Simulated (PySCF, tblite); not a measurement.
**C6H5NO2: a rotation path, then NMR shifts on frames**

Aim: move C6H5NO2 (`O=COc1cccnc1`) away from its starting geometry and see how NMR shifts follow the geometry.

Programs: tblite 0.8.0 and PySCF 2.14.0, with density-fitted response routines of our own. Each step states its level of theory. These are calculated values for one molecule in the gas phase, unless marked as measured. Atoms count from 0, in the outputs and in this text.

### Step 1. The molecule as given

14 atoms, charge 0, multiplicity 1; geometry from: GFN2-xTB.

Bonds of the start (Å): O0–C1 1.19, C1–O2 1.33, O2–C3 1.39, C3–C4 1.39, C4–C5 1.39, C5–C6 1.39, C6–N7 1.32, N7–C8 1.32, C8–C3 1.40, C1–H9 1.10, C4–H10 1.08, C5–H11 1.08, C6–H12 1.08, C8–H13 1.08.

### Step 2. A band between two rotamers with GFN2-xTB

Job settings and geometry (Å):

```
{"job": {"kind": "neb", "xc": "GFN2-xTB", "basis": "xTB", "atoms": [8, 3, 2, 1], "turn": 180}, "charge": 0, "multiplicity": 1}
O      2.255582     1.380378    -1.332976
C      2.586078     0.770378    -0.361848
O      1.838113     0.034068     0.448586
C      0.469952    -0.140865     0.287434
C     -0.368192     0.691502    -0.443056
C     -1.719524     0.380642    -0.475402
C     -2.170035    -0.731795     0.216237
N     -1.369749    -1.518373     0.918120
C     -0.085799    -1.233413     0.955441
H      3.622774     0.721960     0.015888
H      0.016028     1.548294    -0.972370
H     -2.405543     0.999646    -1.031772
H     -3.214498    -1.011468     0.216056
H      0.544132    -1.891429     1.537497
```

Level: GFN2-xTB climbing-image nudged elastic band, gas phase.

Run with:

```bash
$ OMP_NUM_THREADS=1 python probes_run.py task.json out
```

The driver reads the jobs from task.json and runs them one after another.

What it wrote:

```text
image   E - E0 / eV
  0      -0.0000
  1       0.0001
  2       0.0008
  3       0.0120
  4       0.0433
  5       0.0571
  6       0.0390
  7       0.0240
  8       0.0155
```

Run time: 5.5 s. Hardware: 1 thread of Arm Neoverse N1, shared host; peak memory 0.19 GiB.

The final band, with the dihedral C8–C3–O2–C1:

```tsv
image	dihedral (°)	energy (eV)	energy (kcal/mol)
0	161	0.000	0.0
1	183	0.000	0.0
2	204	0.001	0.0
3	227	0.012	0.3
4	250	0.043	1.0
5	273	0.057	1.3
6	296	0.039	0.9
7	318	0.024	0.6
8	336	0.015	0.4
```

### Step 3. Nuclear shieldings: image 0, PBE0/pcSseg-1

Job settings and geometry (Å):

```
{"job": {"kind": "nmr", "xc": "PBE0", "basis": "pcSseg-1", "pop": false}, "charge": 0, "multiplicity": 1}
O      2.255600     1.380400    -1.333000
C      2.586100     0.770400    -0.361800
O      1.838100     0.034100     0.448600
C      0.470000    -0.140900     0.287400
C     -0.368200     0.691500    -0.443100
C     -1.719500     0.380600    -0.475400
C     -2.170000    -0.731800     0.216200
N     -1.369700    -1.518400     0.918100
C     -0.085800    -1.233400     0.955400
H      3.622800     0.722000     0.015900
H      0.016000     1.548300    -0.972400
H     -2.405500     0.999600    -1.031800
H     -3.214500    -1.011500     0.216100
H      0.544100    -1.891400     1.537500
```

Level: GIAO PBE0/pcSseg-1 NMR shielding, non-relativistic, gas phase.

What it wrote:

```text
coarse grid: 12856 points
cycle   1  E = -436.0815260292  dE =  1.918e+00  |g| = 8.598e-01  |ddm| = 3.699e+00
cycle   2  E = -435.7191286599  dE =  3.624e-01  |g| = 1.622e+00  |ddm| = 1.661e+00
cycle   3  E = -436.2111783544  dE = -4.920e-01  |g| = 2.659e-01  |ddm| = 1.197e+00
cycle   4  E = -436.2231098849  dE = -1.193e-02  |g| = 9.094e-02  |ddm| = 2.285e-01
cycle   5  E = -436.2244352011  dE = -1.325e-03  |g| = 1.954e-02  |ddm| = 5.607e-02
cycle   6  E = -436.2245082203  dE = -7.302e-05  |g| = 7.781e-03  |ddm| = 1.963e-02
cycle   7  E = -436.2245224191  dE = -1.420e-05  |g| = 2.608e-03  |ddm| = 9.194e-03
cycle   8  E = -436.2245240528  dE = -1.634e-06  |g| = 6.376e-04  |ddm| = 2.776e-03
final grid: 127520 points
cycle   9  E = -436.2962501827  dE = -2.146e-05  |g| = 1.249e-02  |ddm| = 3.576e-02
cycle  10  E = -436.2962154338  dE =  3.475e-05  |g| = 1.881e-02  |ddm| = 2.091e-02
cycle  11  E = -436.2962786247  dE = -6.319e-05  |g| = 1.887e-03  |ddm| = 1.233e-02
cycle  12  E = -436.2962793011  dE = -6.763e-07  |g| = 5.145e-04  |ddm| = 1.550e-03
cycle  13  E = -436.2962793454  dE = -4.429e-08  |g| = 1.574e-04  |ddm| = 4.351e-04
cycle  14  E = -436.2962793501  dE = -4.693e-09  |g| = 5.175e-05  |ddm| = 1.562e-04
cycle  15  E = -436.2962793506  dE = -5.094e-10  |g| = 2.236e-05  |ddm| = 6.271e-05
converged SCF energy = -436.2962793506

GIAO shielding tensors (ppm)
atom      isotropic    diamagn.    paramagn.     s11        s22        s33       span
  0 O     -116.991     403.058    -520.049   -420.047   -222.119    291.193    711.240
  1 C       23.660     243.491    -219.830    -82.914     70.682     83.213    166.126
  2 O       97.590     401.273    -303.683    -67.544    132.696    227.619    295.162
  3 C       32.018     259.750    -227.732    -63.664     44.768    114.950    178.614
  4 C       53.380     255.948    -202.568    -34.491     17.740    176.892    211.383
  5 C       58.372     258.310    -199.938    -52.731     52.535    175.310    228.041
  6 C       34.069     251.536    -217.467    -73.976     26.694    149.490    223.466
  7 N      -96.049     330.542    -426.590   -414.362   -174.115    300.331    714.693
  8 C       39.815     249.852    -210.037    -50.885     31.285    139.045    189.930
  9 H       23.318      25.064      -1.747     18.235     23.862     27.856      9.621
 10 H       22.585      33.499     -10.915     16.815     22.508     28.431     11.616
 11 H       24.221      31.454      -7.234     21.405     23.695     27.562      6.157
 12 H       22.873      28.947      -6.074     19.024     22.948     26.647      7.623
 13 H       22.874      30.174      -7.301     18.777     22.138     27.706      8.929
```

It took 38 s on 1 thread of Arm Neoverse N1, shared host; peak memory 0.81 GiB.

Shifts follow as δ = σ(reference) − σ, with reference shieldings (ppm) from runs at the same level and on the same kind of geometry: ¹H TMS 31.72, ¹³C TMS 186.9, ¹⁵N NH3 267.7, ¹⁷O H2O 336.1. The references are single molecules in the gas phase, so shifts against H2O, NH3, PH3, H3PO4 or CFCl3 are not on the usual liquid scales and can be off by tens of ppm. Each atom is listed at this fixed geometry, with no averaging over motion; a spectrum would average atoms that exchange fast.

```tsv
atoms	environment	σ (ppm)	δ (ppm)
C1	ester carbonyl carbon	23.7	163.3
C3	aromatic carbon bearing oxygen	32.0	154.9
C6	aromatic CH next to a ring nitrogen	34.1	152.9
C8	aromatic CH next to a ring nitrogen	39.8	147.1
C4	aromatic CH	53.4	133.5
C5	aromatic CH	58.4	128.6
H10	hydrogen on an aromatic CH	22.58	9.13
H12	hydrogen on an aromatic CH next to a ring nitrogen	22.87	8.84
H13	hydrogen on an aromatic CH next to a ring nitrogen	22.87	8.84
H9	hydrogen on an ester carbonyl carbon	23.32	8.40
H11	hydrogen on an aromatic CH	24.22	7.50
O0	ester carbonyl oxygen	-117.0	453.1
O2	ester alkoxy oxygen	97.6	238.5
N7	pyridine-type ring nitrogen	-96.0	363.8
```

Ring of atoms C3, C4, C5, C6, N7, C8: NICS(0) -8.7, NICS(1) -11.2, NICS(1)zz -28.1 ppm (means of both faces).

### Step 4. NMR shieldings: image 2, PBE0/pcSseg-1

Job settings and geometry (Å):

```
{"job": {"kind": "nmr", "xc": "PBE0", "basis": "pcSseg-1", "pop": false}, "charge": 0, "multiplicity": 1}
O      2.147900     1.926900    -0.581400
C      2.564100     0.865500    -0.228600
O      1.879700    -0.219300     0.109300
C      0.491600    -0.273000     0.114000
C     -0.341500     0.519000    -0.664800
C     -1.709800     0.326100    -0.546800
C     -2.179200    -0.639300     0.328800
N     -1.381500    -1.404300     1.057000
C     -0.081400    -1.229100     0.953800
H      3.635600     0.624000    -0.113200
H      0.057800     1.263600    -1.334400
H     -2.395100     0.923200    -1.127400
H     -3.238300    -0.816300     0.454800
H      0.549300    -1.867400     1.556700
```

Level: GIAO PBE0/pcSseg-1 NMR shielding, non-relativistic, gas phase.

What it wrote:

```text
coarse grid: 12856 points
cycle   1  E = -436.0810750498  dE =  1.917e+00  |g| = 8.605e-01  |ddm| = 3.698e+00
cycle   2  E = -435.7180153669  dE =  3.631e-01  |g| = 1.624e+00  |ddm| = 1.644e+00
cycle   3  E = -436.2108424220  dE = -4.928e-01  |g| = 2.668e-01  |ddm| = 1.182e+00
cycle   4  E = -436.2228628481  dE = -1.202e-02  |g| = 9.115e-02  |ddm| = 2.281e-01
cycle   5  E = -436.2241963922  dE = -1.334e-03  |g| = 1.943e-02  |ddm| = 5.611e-02
cycle   6  E = -436.2242685382  dE = -7.215e-05  |g| = 7.760e-03  |ddm| = 1.950e-02
cycle   7  E = -436.2242826338  dE = -1.410e-05  |g| = 2.612e-03  |ddm| = 9.152e-03
cycle   8  E = -436.2242842720  dE = -1.638e-06  |g| = 6.383e-04  |ddm| = 2.776e-03
final grid: 127520 points
cycle   9  E = -436.2962272699  dE = -2.109e-05  |g| = 1.263e-02  |ddm| = 3.496e-02
cycle  10  E = -436.2961903353  dE =  3.693e-05  |g| = 1.921e-02  |ddm| = 2.124e-02
cycle  11  E = -436.2962562948  dE = -6.596e-05  |g| = 2.122e-03  |ddm| = 1.250e-02
cycle  12  E = -436.2962571433  dE = -8.484e-07  |g| = 5.327e-04  |ddm| = 1.669e-03
cycle  13  E = -436.2962571916  dE = -4.830e-08  |g| = 1.542e-04  |ddm| = 4.551e-04
cycle  14  E = -436.2962571961  dE = -4.547e-09  |g| = 5.210e-05  |ddm| = 1.579e-04
cycle  15  E = -436.2962571966  dE = -5.273e-10  |g| = 2.249e-05  |ddm| = 6.516e-05
converged SCF energy = -436.2962571966

GIAO shielding tensors (ppm)
atom      isotropic    diamagn.    paramagn.     s11        s22        s33       span
  0 O     -113.728     402.971    -516.699   -414.671   -222.083    295.569    710.241
  1 C       23.793     243.671    -219.878    -83.312     71.146     83.545    166.857
  2 O       97.027     401.514    -304.487    -66.364    132.770    224.674    291.038
  3 C       32.477     259.883    -227.406    -63.718     45.728    115.420    179.138
  4 C       52.918     255.784    -202.866    -36.073     17.766    177.061    213.134
  5 C       58.544     258.319    -199.775    -52.352     52.610    175.375    227.727
  6 C       34.045     251.563    -217.519    -73.962     26.572    149.524    223.486
  7 N      -95.879     330.583    -426.462   -413.957   -174.073    300.393    714.350
  8 C       39.586     249.913    -210.328    -51.492     31.231    139.019    190.511
  9 H       23.340      25.117      -1.777     18.341     23.862     27.817      9.476
 10 H       22.781      33.435     -10.654     17.405     22.504     28.434     11.029
 11 H       24.220      31.435      -7.215     21.404     23.701     27.556      6.151
 12 H       22.875      28.968      -6.093     19.031     22.942     26.653      7.623
 13 H       22.873      30.201      -7.328     18.788     22.097     27.734      8.945
```

It took 38 s on 1 thread of Arm Neoverse N1, shared host; peak memory 0.82 GiB.

This run: δ C1 163.1, C3 154.4, C6 152.9, C8 147.3, H10 8.94, H13 8.84 ppm.

### Step 5. Nuclear shieldings: image 5, PBE0/pcSseg-1

Job settings and geometry (Å):

```
{"job": {"kind": "nmr", "xc": "PBE0", "basis": "pcSseg-1", "pop": false}, "charge": 0, "multiplicity": 1}
O      2.213400     1.604500     0.826400
C      2.582800     0.745800     0.086900
O      1.836400    -0.180900    -0.503200
C      0.473200    -0.243000    -0.198600
C     -0.466700     0.390200    -0.998400
C     -1.804400     0.234400    -0.673300
C     -2.133000    -0.534200     0.433600
N     -1.233200    -1.130300     1.196000
C      0.041400    -0.989300     0.892300
H      3.627700     0.589400    -0.231200
H     -0.155700     0.982400    -1.846200
H     -2.573700     0.705500    -1.264400
H     -3.163300    -0.683000     0.726500
H      0.754500    -1.492000     1.531500
```

Method: GIAO PBE0/pcSseg-1 NMR shielding, non-relativistic, gas phase.

What it wrote:

```text
coarse grid: 12856 points
cycle   1  E = -436.0761598040  dE =  1.910e+00  |g| = 8.693e-01  |ddm| = 3.706e+00
cycle   2  E = -435.7038827722  dE =  3.723e-01  |g| = 1.645e+00  |ddm| = 1.647e+00
cycle   3  E = -436.2084109558  dE = -5.045e-01  |g| = 2.740e-01  |ddm| = 1.175e+00
cycle   4  E = -436.2210965528  dE = -1.269e-02  |g| = 9.250e-02  |ddm| = 2.309e-01
cycle   5  E = -436.2225008069  dE = -1.404e-03  |g| = 1.713e-02  |ddm| = 5.796e-02
cycle   6  E = -436.2225583477  dE = -5.754e-05  |g| = 6.122e-03  |ddm| = 1.647e-02
cycle   7  E = -436.2225663268  dE = -7.979e-06  |g| = 2.058e-03  |ddm| = 6.315e-03
final grid: 127520 points
cycle   8  E = -436.2950827265  dE = -1.929e-05  |g| = 1.345e-02  |ddm| = 3.354e-02
cycle   9  E = -436.2950374379  dE =  4.529e-05  |g| = 2.074e-02  |ddm| = 2.206e-02
cycle  10  E = -436.2951157333  dE = -7.830e-05  |g| = 2.110e-03  |ddm| = 1.311e-02
cycle  11  E = -436.2951165960  dE = -8.626e-07  |g| = 5.103e-04  |ddm| = 1.729e-03
cycle  12  E = -436.2951166374  dE = -4.138e-08  |g| = 1.736e-04  |ddm| = 4.277e-04
cycle  13  E = -436.2951166430  dE = -5.630e-09  |g| = 6.044e-05  |ddm| = 1.777e-04
cycle  14  E = -436.2951166438  dE = -7.918e-10  |g| = 2.269e-05  |ddm| = 7.220e-05
converged SCF energy = -436.2951166438

GIAO shielding tensors (ppm)
atom      isotropic    diamagn.    paramagn.     s11        s22        s33       span
  0 O     -122.201     402.174    -524.376   -417.261   -235.689    286.346    703.608
  1 C       22.405     244.111    -221.706    -85.204     73.265     79.156    164.360
  2 O       87.955     404.314    -316.359    -53.239    138.948    178.157    231.396
  3 C       31.393     260.544    -229.151    -69.706     52.532    111.354    181.060
  4 C       50.367     252.638    -202.271    -48.828     29.035    170.896    219.724
  5 C       58.030     258.832    -200.802    -52.920     52.089    174.920    227.840
  6 C       32.932     251.733    -218.801    -76.401     25.105    150.092    226.493
  7 N      -97.410     331.147    -428.557   -417.317   -173.394    298.480    715.796
  8 C       35.638     250.834    -215.195    -60.282     29.341    137.856    198.138
  9 H       23.417      25.492      -2.075     19.922     23.030     27.301      7.379
 10 H       24.000      32.181      -8.182     20.686     23.252     28.061      7.375
 11 H       24.178      30.955      -6.776     21.422     23.640     27.473      6.051
 12 H       22.774      29.096      -6.323     19.025     22.803     26.493      7.468
 13 H       22.908      30.829      -7.921     18.996     21.600     28.127      9.131
```

Run time: 38 s. Hardware: 1 thread of Arm Neoverse N1, shared host; peak memory 0.83 GiB.

Key values: δ C1 164.5, C3 155.5, C6 154.0, C8 151.3, H12 8.94, H13 8.81 ppm.

### Step 6. Nuclear shieldings: image 6, PBE0/pcSseg-1

Job settings and geometry (Å):

```
{"job": {"kind": "nmr", "xc": "PBE0", "basis": "pcSseg-1", "pop": false}, "charge": 0, "multiplicity": 1}
O      2.314400     1.243300     1.172900
C      2.610900     0.652800     0.180900
O      1.797800    -0.020100    -0.627100
C      0.456000    -0.155200    -0.268400
C     -0.531100     0.379800    -1.083600
C     -1.852000     0.187600    -0.714800
C     -2.118500    -0.522300     0.447100
N     -1.174800    -1.033900     1.217300
C      0.085400    -0.856100     0.874100
H      3.629900     0.589900    -0.236600
H     -0.263000     0.928900    -1.973700
H     -2.655000     0.588800    -1.312500
H     -3.133500    -0.693200     0.778400
H      0.832700    -1.290900     1.523800
```

Method: GIAO PBE0/pcSseg-1 NMR shielding, non-relativistic, gas phase.

What it wrote:

```text
coarse grid: 12856 points
cycle   1  E = -436.0761149954  dE =  1.915e+00  |g| = 8.694e-01  |ddm| = 3.704e+00
cycle   2  E = -435.6994772572  dE =  3.766e-01  |g| = 1.651e+00  |ddm| = 1.644e+00
cycle   3  E = -436.2085892847  dE = -5.091e-01  |g| = 2.743e-01  |ddm| = 1.178e+00
cycle   4  E = -436.2212860594  dE = -1.270e-02  |g| = 9.290e-02  |ddm| = 2.301e-01
cycle   5  E = -436.2227097036  dE = -1.424e-03  |g| = 1.720e-02  |ddm| = 5.969e-02
cycle   6  E = -436.2227686058  dE = -5.890e-05  |g| = 6.051e-03  |ddm| = 1.731e-02
cycle   7  E = -436.2227761901  dE = -7.584e-06  |g| = 2.066e-03  |ddm| = 6.148e-03
final grid: 127520 points
cycle   8  E = -436.2951844412  dE = -1.803e-05  |g| = 1.379e-02  |ddm| = 3.421e-02
cycle   9  E = -436.2951332746  dE =  5.117e-05  |g| = 2.167e-02  |ddm| = 2.393e-02
cycle  10  E = -436.2952191379  dE = -8.586e-05  |g| = 2.226e-03  |ddm| = 1.455e-02
cycle  11  E = -436.2952201343  dE = -9.965e-07  |g| = 4.938e-04  |ddm| = 1.850e-03
cycle  12  E = -436.2952201734  dE = -3.907e-08  |g| = 1.683e-04  |ddm| = 4.148e-04
cycle  13  E = -436.2952201784  dE = -5.019e-09  |g| = 6.721e-05  |ddm| = 1.758e-04
cycle  14  E = -436.2952201794  dE = -9.444e-10  |g| = 2.373e-05  |ddm| = 7.943e-05
converged SCF energy = -436.2952201794

GIAO shielding tensors (ppm)
atom      isotropic    diamagn.    paramagn.     s11        s22        s33       span
  0 O     -116.084     402.048    -518.133   -411.522   -231.071    294.341    705.863
  1 C       22.722     244.185    -221.463    -85.957     72.685     81.436    167.393
  2 O       89.205     403.798    -314.593    -60.900    143.448    185.068    245.968
  3 C       32.486     260.587    -228.100    -67.877     51.750    113.585    181.462
  4 C       52.230     252.387    -200.157    -45.649     30.821    171.519    217.168
  5 C       57.947     258.686    -200.739    -53.680     52.557    174.965    228.645
  6 C       33.569     251.621    -218.052    -75.084     25.805    149.987    225.071
  7 N      -96.205     331.056    -427.260   -416.650   -171.042    299.078    715.728
  8 C       35.173     251.720    -216.546    -59.894     25.741    139.673    199.567
  9 H       23.408      25.431      -2.023     19.601     23.314     27.308      7.706
 10 H       24.016      31.953      -7.937     20.586     23.543     27.920      7.334
 11 H       24.166      30.830      -6.664     21.387     23.654     27.458      6.071
 12 H       22.806      29.132      -6.326     19.026     22.873     26.521      7.495
 13 H       22.852      31.152      -8.301     18.939     21.345     28.271      9.332
```

Run time: 38 s. Hardware: 1 thread of Arm Neoverse N1, shared host; peak memory 0.83 GiB.

In short: δ C1 164.2, C3 154.4, C6 153.4, C8 151.8, H12 8.91, H13 8.87 ppm.

### Step 7. Nuclear shieldings: image 8, PBE0/pcSseg-1

Job settings and geometry (Å):

```
{"job": {"kind": "nmr", "xc": "PBE0", "basis": "pcSseg-1", "pop": false}, "charge": 0, "multiplicity": 1}
O      2.717400     0.387800     1.398800
C      2.720100     0.492100     0.211000
O      1.704600     0.363000    -0.632700
C      0.410900     0.052100    -0.229800
C     -0.601800     0.400300    -1.119800
C     -1.907700     0.089600    -0.789800
C     -2.144100    -0.555300     0.416700
N     -1.181600    -0.892600     1.254400
C      0.070100    -0.602000     0.951200
H      3.613600     0.739200    -0.389200
H     -0.349700     0.901100    -2.042200
H     -2.719500     0.342300    -1.453400
H     -3.146400    -0.817500     0.727100
H      0.813400    -0.900500     1.675500
```

Level: GIAO PBE0/pcSseg-1 NMR shielding, non-relativistic, gas phase.

What it wrote:

```text
coarse grid: 12856 points
cycle   1  E = -436.0776378256  dE =  1.919e+00  |g| = 8.636e-01  |ddm| = 3.690e+00
cycle   2  E = -435.7045043939  dE =  3.731e-01  |g| = 1.640e+00  |ddm| = 1.652e+00
cycle   3  E = -436.2089181744  dE = -5.044e-01  |g| = 2.690e-01  |ddm| = 1.187e+00
cycle   4  E = -436.2210964862  dE = -1.218e-02  |g| = 9.174e-02  |ddm| = 2.258e-01
cycle   5  E = -436.2224887586  dE = -1.392e-03  |g| = 1.804e-02  |ddm| = 6.131e-02
cycle   6  E = -436.2225539716  dE = -6.521e-05  |g| = 6.547e-03  |ddm| = 1.910e-02
cycle   7  E = -436.2225627977  dE = -8.826e-06  |g| = 2.415e-03  |ddm| = 6.944e-03
final grid: 127520 points
cycle   8  E = -436.2951375940  dE = -1.602e-05  |g| = 1.398e-02  |ddm| = 3.700e-02
cycle   9  E = -436.2950780882  dE =  5.951e-05  |g| = 2.261e-02  |ddm| = 2.601e-02
cycle  10  E = -436.2951736625  dE = -9.557e-05  |g| = 2.177e-03  |ddm| = 1.636e-02
cycle  11  E = -436.2951746549  dE = -9.924e-07  |g| = 4.526e-04  |ddm| = 1.845e-03
cycle  12  E = -436.2951746884  dE = -3.355e-08  |g| = 1.515e-04  |ddm| = 3.855e-04
cycle  13  E = -436.2951746924  dE = -3.957e-09  |g| = 6.716e-05  |ddm| = 1.614e-04
cycle  14  E = -436.2951746933  dE = -8.823e-10  |g| = 2.334e-05  |ddm| = 7.369e-05
converged SCF energy = -436.2951746933

GIAO shielding tensors (ppm)
atom      isotropic    diamagn.    paramagn.     s11        s22        s33       span
  0 O     -118.107     402.343    -520.450   -422.041   -221.932    289.651    711.692
  1 C       24.961     243.439    -218.478    -83.694     71.821     86.755    170.449
  2 O       95.812     401.841    -306.029    -71.525    150.616    208.345    279.870
  3 C       32.078     259.216    -227.139    -63.286     45.384    114.135    177.420
  4 C       54.350     252.582    -198.232    -39.382     31.548    170.885    210.268
  5 C       58.223     257.995    -199.771    -52.971     53.596    174.045    227.016
  6 C       34.083     251.355    -217.272    -74.157     26.593    149.812    223.969
  7 N      -98.945     331.060    -430.005   -424.564   -172.499    300.229    724.794
  8 C       38.202     252.749    -214.547    -48.907     18.006    145.507    194.414
  9 H       23.385      25.066      -1.680     18.407     24.000     27.749      9.342
 10 H       24.064      31.729      -7.665     20.535     23.691     27.965      7.430
 11 H       24.189      30.694      -6.504     21.337     23.711     27.520      6.183
 12 H       22.835      29.069      -6.234     19.006     22.913     26.587      7.581
 13 H       21.651      31.997     -10.346     15.726     21.673     27.555     11.829
```

Wall time 38 s (1 thread of Arm Neoverse N1, shared host); peak memory 0.83 GiB.

In short: δ C1 162.0, C3 154.8, C6 152.8, C8 148.7, H13 10.07, H12 8.88 ppm.

### Step 8. Run by run: NMR shifts

Shifts (ppm) of some atoms, chosen among heavy atoms and hydrogens apart, with basis size and wall time:

```tsv
frame	C8	C4	H10	H13	O0	O2	N7	functions	time
image 0	147.1	133.5	9.13	8.84	453.1	238.5	363.8	178	38 s
image 2	147.3	134.0	8.94	8.84	449.8	239.1	363.6	178	38 s
image 5	151.3	136.6	7.72	8.81	458.3	248.1	365.1	178	38 s
image 6	151.8	134.7	7.70	8.87	452.2	246.9	363.9	178	38 s
image 8	148.7	132.6	7.65	10.07	454.2	240.3	366.7	178	38 s
```

### Step 9. Summary of results

| quantity | value |
| --- | --- |
| barrier | 0.057 eV (1.3 kcal/mol) at image 5 |
| end to end (GFN2-xTB) | 0.015 eV |
| ¹³C shifts against TMS (PBE0/pcSseg-1, image 0) | 163.3, 154.9, 152.9, 147.1, 133.5, 128.6 ppm |
| ¹H shifts against TMS (PBE0/pcSseg-1, image 0) | 9.13, 8.84, 8.84, 8.40, 7.50 ppm |
| ¹⁷O shifts against H2O (PBE0/pcSseg-1, image 0) | 453.1, 238.5 ppm |
| ¹⁵N shifts against NH3 (PBE0/pcSseg-1, image 0) | 363.8 ppm |
| range of the shift of O2 | 238.5 to 248.1 ppm |

**Reading.** Along the band the dihedral turns by 175°, and the top (dihedral 273°) lies 1.3 kcal/mol above the start (GFN2-xTB, rough), so at room temperature this motion is fast. Ends this close can change order at a higher level. The top was not checked by a frequency run. Shifts at one fixed geometry are not the observed spectrum, which averages over the motion. NICS(1)zz of -28 ppm above the planar ring from C3 marks a diatropic (aromatic) ring current. In ppm, O2 moves most: its shift spreads over 9.6 ppm, from 238.5 (image 0) to 248.1 (image 5).
